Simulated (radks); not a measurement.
# Exchange and kinetic functionals tested on atomic densities: Sb, Lu⁺, H, Re, Mo, Cl²⁺

Aim: take each self-consistent density and evaluate many functionals on it, against the exact exchange and kinetic energies of the same orbitals. Every spin shell is full or empty, so the densities are truly spherical.

Program: radks (a radial shooting solver on a logarithmic mesh, Libxc functionals) version 1. Level of theory: non-relativistic Kohn-Sham, PBE, spin-polarised, spherical densities, point nucleus; open shells are filled with parallel spins first. These are calculated values, not measurements, unless marked.

### 1 The atom as given

| Quantity | Value |
| --- | --- |
| species | Sb ([Kr] 4d10 5s2 5p3), Lu⁺ ([Xe] 4f14 6s2), H (1s1), Re ([Xe] 4f14 5d5 6s2), Mo ([Kr] 4d5 5s1), Cl²⁺ ([Ne] 3s2 3p3) |

In the logs a row gives level, spin channel, occupation and eigenvalue; Etot, Ekin, Encl (electron-nucleus), Eh (Hartree) and Exc are energies, all in hartree; err is the last residual, it the number of iterations.

### 2 Sb, [Kr] 4d10 5s2 5p3

Settings of this run:

```text
Z 51
configuration [Kr] 4d10 5s2 5p3
relativity non-relativistic
functional pbe,pbe
spin polarised
nucleus point
```

Log:

```text
1s      1   1.0000       -1071.99509093
2s      1   1.0000        -159.29877497
2p      1   3.0000        -149.25337286
3s      1   1.0000         -31.13020231
3p      1   3.0000         -26.96044233
3d      1   5.0000         -19.22219069
4s      1   1.0000          -5.05622480
4p      1   3.0000          -3.64552453
4d      1   5.0000          -1.28937820
5s      1   1.0000          -0.45980723
5p      1   3.0000          -0.20335137
1s      2   1.0000       -1071.99292559
2s      2   1.0000        -159.29801334
2p      2   3.0000        -149.25167024
3s      2   1.0000         -31.12834914
3p      2   3.0000         -26.95829404
3d      2   5.0000         -19.22020830
4s      2   1.0000          -5.05158112
4p      2   3.0000          -3.64047647
4d      2   5.0000          -1.27991185
5s      2   1.0000          -0.39124564
5p      2   0.0000          -0.13276090
Etot -6315.446405005515
Ekin 6313.0328243705135
Encl -15008.295244942117
Eh 2545.5585211416837
Exc -165.7425055755951
err 4.869698173171713e-09
it 13
```

Highest occupied level: 5p up at -5.533 eV. Exact exchange of these orbitals: -163.751 hartree.

Radial moments (bohr):

```
  level  occupation  energy (eV)     <r>  outermost maximum (interpolated)  90 % within  nodes
  4p up           3      -99.200  0.8656                             0.774         1.27      2
4p down           3      -99.062  0.8649                             0.774         1.27      2
  4d up           5      -35.086   1.025                             0.843         1.58      1
4d down           5      -34.828   1.018                             0.843         1.57      1
  5s up           1      -12.512   2.326                              1.99         3.42      4
5s down           1      -10.646   2.311                              1.96         3.43      4
  5p up           3       -5.533   2.893                              2.38         4.37      3
5p down           0       -3.613   2.982                              2.35         4.59      3
```

The radial density on a logarithmic grid:

```
r (bohr)  4πr²ρ (e/bohr)
 0.00132           1.794
 0.00205           4.015
 0.00319           8.622
 0.00495           17.37
 0.00769           31.73
  0.0119           49.87
  0.0185           62.95
  0.0288           61.05
  0.0447           56.61
  0.0694           74.39
   0.108           80.03
   0.167           59.64
   0.260           69.27
   0.403           37.76
   0.626           22.74
   0.972           20.17
    1.51           5.879
    2.34           2.592
    3.64          0.8838
    5.65         0.09093
```

### 3 Lu⁺, [Xe] 4f14 6s2

Settings of this run:

```text
Z 71
configuration [Xe] 4f14 6s2
relativity non-relativistic
functional pbe,pbe
spin polarised
nucleus point
```

Log:

```text
1s      1   1.0000       -2148.91440559
2s      1   1.0000        -349.95401258
2p      1   3.0000        -334.77014483
3s      1   1.0000         -78.86188094
3p      1   3.0000         -71.90361180
3d      1   5.0000         -58.93853906
4s      1   1.0000         -15.46685090
4p      1   3.0000         -12.61837754
4d      1   5.0000          -7.46330962
4f      1   7.0000          -0.90371913
5s      1   1.0000          -2.20896740
5p      1   3.0000          -1.44143597
6s      1   1.0000          -0.37968974
1s      2   1.0000       -2148.91440559
2s      2   1.0000        -349.95401258
2p      2   3.0000        -334.77014483
3s      2   1.0000         -78.86188094
3p      2   3.0000         -71.90361180
3d      2   5.0000         -58.93853906
4s      2   1.0000         -15.46685090
4p      2   3.0000         -12.61837754
4d      2   5.0000          -7.46330962
4f      2   7.0000          -0.90371913
5s      2   1.0000          -2.20896740
5p      2   3.0000          -1.44143597
6s      2   1.0000          -0.37968974
Etot -13855.355381549227
Ekin 13851.596006353726
Encl -32972.17224499992
Eh 5551.317340072326
Exc -286.09648297535944
err 1.2343042458892785e-08
it 16
```

The top filled level is 6s, -10.332 eV. Exact exchange of these orbitals: -282.260 hartree.

### 4 H, 1s1

Settings of this run:

```text
Z 1
configuration 1s1
relativity non-relativistic
functional pbe,pbe
spin polarised
nucleus point
```

Log:

```text
1s      1   1.0000          -0.27909050
Etot -0.49999036885163317
Ekin 0.49481170875391534
Encl -0.9941630096720184
Eh 0.3068251315289149
Exc -0.30746419946244496
err 1.9268830876079258e-09
it 14
```

The top filled level is 1s up, -7.594 eV. Exact exchange of these orbitals: -0.306825 hartree.

### 5 Re, [Xe] 4f14 5d5 6s2

Settings of this run:

```text
Z 75
configuration [Xe] 4f14 5d5 6s2
relativity non-relativistic
functional pbe,pbe
spin polarised
nucleus point
```

Log:

```text
1s      1   1.0000       -2409.43152731
2s      1   1.0000        -397.30541959
2p      1   3.0000        -381.06790898
3s      1   1.0000         -91.18877073
3p      1   3.0000         -83.63782845
3d      1   5.0000         -69.56172818
4s      1   1.0000         -18.48241971
4p      1   3.0000         -15.30645136
4d      1   5.0000          -9.50948299
4f      1   7.0000          -1.90531904
5s      1   1.0000          -2.59084660
5p      1   3.0000          -1.66015790
5d      1   5.0000          -0.29265424
6s      1   1.0000          -0.19720599
1s      2   1.0000       -2409.43164744
2s      2   1.0000        -397.29525418
2p      2   3.0000        -381.06027265
3s      2   1.0000         -91.18548725
3p      2   3.0000         -83.63435388
3d      2   5.0000         -69.55528739
4s      2   1.0000         -18.47498547
4p      2   3.0000         -15.29854828
4d      2   5.0000          -9.49973560
4f      2   7.0000          -1.88850703
5s      2   1.0000          -2.49582499
5p      2   3.0000          -1.55324285
5d      2   0.0000          -0.18030876
6s      2   1.0000          -0.15100210
Etot -15788.218058165223
Ekin 15784.17740084957
Encl -37597.74712919302
Eh 6339.019432315619
Exc -313.66776213739246
err 1.5608536427186897e-09
it 15
```

6s down is the highest filled level (-4.109 eV). Exact exchange of these orbitals: -309.923 hartree.

### 6 Mo, [Kr] 4d5 5s1

Settings of this run:

```text
Z 42
configuration [Kr] 4d5 5s1
relativity non-relativistic
functional pbe,pbe
spin polarised
nucleus point
```

Log:

```text
1s      1   1.0000        -710.15746111
2s      1   1.0000         -98.58659778
2p      1   3.0000         -90.79975605
3s      1   1.0000         -16.69342817
3p      1   3.0000         -13.70224671
3d      1   5.0000          -8.22456836
4s      1   1.0000          -2.25298020
4p      1   3.0000          -1.41021741
4d      1   5.0000          -0.17713238
5s      1   1.0000          -0.15750317
1s      2   1.0000        -710.15744347
2s      2   1.0000         -98.56782224
2p      2   3.0000         -90.78612731
3s      2   1.0000         -16.68407696
3p      2   3.0000         -13.69135866
3d      2   5.0000          -8.20755470
4s      2   1.0000          -2.14955171
4p      2   3.0000          -1.29787840
4d      2   0.0000          -0.05325453
5s      2   0.0000          -0.05325284
Etot -3977.1329668890817
Ekin 3975.2702684874102
Encl -9471.516555393388
Eh 1640.5280359312983
Exc -121.41471591440256
err 3.6789347556893847e-09
it 13
```

5s up is the highest filled level (-4.286 eV). Exact exchange of these orbitals: -119.804 hartree.

### 7 Cl²⁺, [Ne] 3s2 3p3

Settings of this run:

```text
Z 17
configuration [Ne] 3s2 3p3
relativity non-relativistic
functional pbe,pbe
spin polarised
nucleus point
```

Log:

```text
1s      1   1.0000        -101.75914343
2s      1   1.0000         -10.24334219
2p      1   3.0000          -8.06757323
3s      1   1.0000          -1.69807016
3p      1   3.0000          -1.21622919
1s      2   1.0000        -101.73731235
2s      2   1.0000         -10.22260151
2p      2   3.0000          -8.03841035
3s      2   1.0000          -1.54750035
3p      2   0.0000          -1.07247545
Etot -458.6217263089854
Ekin 458.1264295491146
Encl -1076.8862905732365
Eh 187.43623417472844
Exc -27.298099459591974
err 1.39718370699487e-09
it 13
```

Highest occupied level: 3p up at -33.095 eV. Exact exchange of these orbitals: -26.8943 hartree.

### 8 Summary of results

```
 error in magnitude (%)      Sb     Lu⁺       H      Re      Mo    Cl²⁺
          exchange, LDA   -4.82   -3.81  -14.03   -3.81   -5.17   -7.88
         exchange, RPBE   -0.25   +0.02   +0.06   -0.11   -0.17   -0.01
         exchange, PW86   -0.21   -0.10   +0.14   -0.25   -0.05   +0.46
        exchange, SOGGA   -2.27   -1.67   -6.21   -1.75   -2.39   -3.51
         exchange, APBE   +0.30   +0.51   -0.08   +0.37   +0.40   +0.57
         exchange, TPSS   -0.30   -0.17   +0.24   -0.31   -0.17   +0.19
      exchange, revTPSS   -0.93   -0.69   +0.20   -0.81   -0.84   -0.50
       exchange, r2SCAN   -0.11   +0.01   +0.22   -0.09   -0.03   +0.00
       exchange, Tao-Mo   -0.82   -0.61   +0.31   -0.73   -0.71   -0.17
  kinetic, Thomas-Fermi   -5.26   -4.86   -8.99   -4.75   -5.57   -7.17
kinetic, von Weizsacker  -58.72  -63.10   -0.00  -63.79  -55.96  -40.13
       kinetic, TF + vW  +36.03  +32.04  +91.01  +31.46  +38.47  +52.70
         kinetic, APBEK   +0.13   -0.01   +1.56   +0.02   +0.14   +0.30
       kinetic, Thakkar   -0.57   -0.80   +1.92   -0.79   -0.50   -0.05
       kinetic, Pearson   -0.91   -0.93   -2.89   -0.89   -0.97   -1.49
           kinetic, PG1  +14.96  +12.95  +54.24  +12.70  +16.19  +24.34
kinetic, DePristo-Kress   -0.09   -0.25   +1.98   -0.23   -0.06   +0.09
     kinetic, Ernzerhof   -0.40   -0.54   +5.74   -0.51   -0.37   +0.09
```

What this shows: Negative means that the magnitude is too small. For exchange the mean absolute error is least for r2SCAN (0.08 %) and largest for LDA (6.59 %). Among the orbital-free kinetic functionals APBEK (0.36 %) does best and TF + vW (46.95 %) worst. The functionals are evaluated on one density each, not self-consistently.
